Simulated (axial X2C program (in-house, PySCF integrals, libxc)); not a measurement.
# BrNa⁻: properties at the nuclei

Wanted for BrNa⁻: properties at the nuclei, at the two-component level.

Computed with an in-house X2C program for linear molecules on PySCF integrals. Level: two-component X2C with atomic mean-field terms, Br dyall-acv3z, Na dyall-av3z.

All values are calculated.

## 1. Set-up

File task.json:

```json
{
 "zs": [
  35,
  11
 ],
 "q": -1,
 "bas": [
  "dyall-acv3z",
  "dyall-av3z"
 ],
 "r0": 2.69,
 "levels": [
  "PBE0",
  "HF",
  "B3LYP",
  "TPSSh",
  "PBE50"
 ],
 "nst": 3
}
```

Keys: zs atomic numbers; q charge; bas basis sets; r0 starting distance in Å; levels methods (HF also brings MP2); nst determinants followed.

The run is started by

```bash
$ python soeom.py task.json out
```

After this run come: Expectation values, lowest determinant; Expectation values, a higher determinant; Expectation values, a higher determinant.

Q: Predict the outcome of this session. Wanted: lowest determinant; Eeff magnitude; Ws magnitude Br; A∥/gI Br; qzz Br; higher determinant (for each run or level that gives them).

**Answer**, as computed:

```
                                        quantity                                    value
                              lowest determinant  Ω = 1/2 (excess of +ω over −ω: ω = 1/2)
                    Eeff magnitude (GV/cm), PBE0                                    0.229
                     Ws magnitude Br (kHz), PBE0                                    0.191
                            A∥/gI Br (MHz), PBE0                                     73.8
                             qzz Br (a.u.), PBE0                                     0.55
                              higher determinant  Ω = 3/2 (excess of +ω over −ω: ω = 3/2)
Eeff magnitude (GV/cm), PBE0, higher determinant                                  0.00671
 Ws magnitude Br (kHz), PBE0, higher determinant                                  0.00189
        A∥/gI Br (MHz), PBE0, higher determinant                                     1.12
         qzz Br (a.u.), PBE0, higher determinant                                     1.37
                              higher determinant  Ω = 5/2 (excess of +ω over −ω: ω = 5/2)
Eeff magnitude (GV/cm), PBE0, higher determinant                                  0.00463
 Ws magnitude Br (kHz), PBE0, higher determinant                                 0.000849
        A∥/gI Br (MHz), PBE0, higher determinant                                   -0.709
         qzz Br (a.u.), PBE0, higher determinant                                     1.29
```

**Reading.** In the first state, the effective field runs from 0.161 to 0.272 GV/cm over the mean-field levels. The expectation values come from single determinants, which for open shells can mix terms of unlike spin or miss the lowest Ω, so a determinant need not be a state. Eeff is the effective electric field on the electron dipole moment in this Ω state and Ws the scalar–pseudoscalar constant (defined with the proton number Z and per Ω); A∥ is the parallel hyperfine constant, which follows by multiplying with the nuclear g factor gI = μI/(I μN); qzz is the electric field gradient, eQq0 = 234.96 MHz × Q/barn × qzz. The operators were transformed with the bare-nucleus X2C matrices.
